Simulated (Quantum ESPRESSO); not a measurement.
Write the native input for Quantum ESPRESSO 7.5 that does the following.

```yaml
Task: work function
Functional: LDA
Potentials_or_basis: PseudoDojo 0.4.1 SR LDA standard
Cutoff: 952 eV
Density_cutoff: 3810 eV
k_mesh: 7 × 7 × 1
Occupations: methfessel-paxton, width 0.2 eV
Spin: no spin polarisation
Boundary_across_the_vacuum: none
Form_of_the_LDA_correlation: PW92
Mixing_mode: local-TF
Mixing_beta: 0.3
Most_SCF_iterations: 150
SCF_threshold: 3e-09 Ry
```

Slab: Bi, a slab with vacuum.

```
Bi
1.0
     4.53900    0.00000    0.00000
    -2.26950    3.93089    0.00000
     0.00000    0.00000   26.82900
Bi
3
Direct
  0.33333 0.66667 0.27955
  0.66667 0.33333 0.50000
  0.33333 0.66667 0.72045
```

The slab is cut from a database's or a generator's crystal, which needn't be the stable form of the element.

One way to write it, as run:

pw.in

```
&CONTROL
  calculation = 'scf'
  prefix = 'pwscf'
  outdir = './tmp'
  pseudo_dir = './pseudo'
  tprnfor = .true.
  disk_io = 'low'
/
&SYSTEM
  ibrav = 0
  celldm(1) = 8
  nat = 3
  ntyp = 1
  ecutwfc = 70
  nbnd = 31
  occupations = 'smearing'
  smearing = 'mp'
  degauss = 0.01469973
/
&ELECTRONS
  conv_thr = 3d-09
  electron_maxstep = 150
  mixing_beta = 0.3
  mixing_mode = 'local-TF'
/
ATOMIC_SPECIES
Bi   208.9804 Bi.upf
CELL_PARAMETERS alat
  1.0721834307628   0.0000000000000   0.0000000000000
 -0.5360917153602   0.9285380885587   0.0000000000000
  0.0000000000000   0.0000000000000   6.3374327746981
ATOMIC_POSITIONS crystal
Bi     0.3333333333    0.6666666666    0.2795482500
Bi     0.6666666667    0.3333333334    0.5000000000
Bi     0.3333333333    0.6666666666    0.7204517500
K_POINTS automatic
7 7 1 0 0 0
```

pp_density.in

```
&INPUTPP
  prefix = 'pwscf'
  outdir = './tmp'
  filplot = 'density.dat'
  plot_num = 0
/
&PLOT
  nfile = 1
  filepp(1) = 'density.dat'
  iflag = 3
  output_format = 6
  fileout = 'density.cube'
/
```

pp_potential.in

```
&INPUTPP
  prefix = 'pwscf'
  outdir = './tmp'
  filplot = 'potential.dat'
  plot_num = 11
/
&PLOT
  nfile = 1
  filepp(1) = 'potential.dat'
  iflag = 3
  output_format = 6
  fileout = 'potential.cube'
/
```

pp_elf.in

```
&INPUTPP
  prefix = 'pwscf'
  outdir = './tmp'
  filplot = 'elf.dat'
  plot_num = 8
/
&PLOT
  nfile = 1
  filepp(1) = 'elf.dat'
  iflag = 3
  output_format = 6
  fileout = 'elf.cube'
/
```

Potentials or basis: PseudoDojo 0.4.1 SR LDA standard.

Command:

```bash
$ OMP_NUM_THREADS=1 mpirun -n 2 pw.x -nk 2 -in pw.in > pw.out
$ OMP_NUM_THREADS=1 mpirun -n 1 pp.x -in pp_density.in > pp_density.out
$ OMP_NUM_THREADS=1 mpirun -n 1 pp.x -in pp_potential.in > pp_potential.out
$ OMP_NUM_THREADS=1 mpirun -n 1 pp.x -in pp_elf.in > pp_elf.out
```

It gave:

- Largest force: 0.050 eV/Å
- Band gap on the k mesh: none (metal or under the smearing width)
- Work function of the upper face: 5.05 eV
- Work function of the lower face: 5.05 eV

Caveat: spin-orbit coupling is left out, which moves the levels of the heavy elements.

Run time: 6.4 min on 2 MPI ranks on Intel(R) Xeon(R) Processor @ 2.50GHz (Skylake/Cascade Lake), on a shared host, peak memory 0.9 GiB a rank.
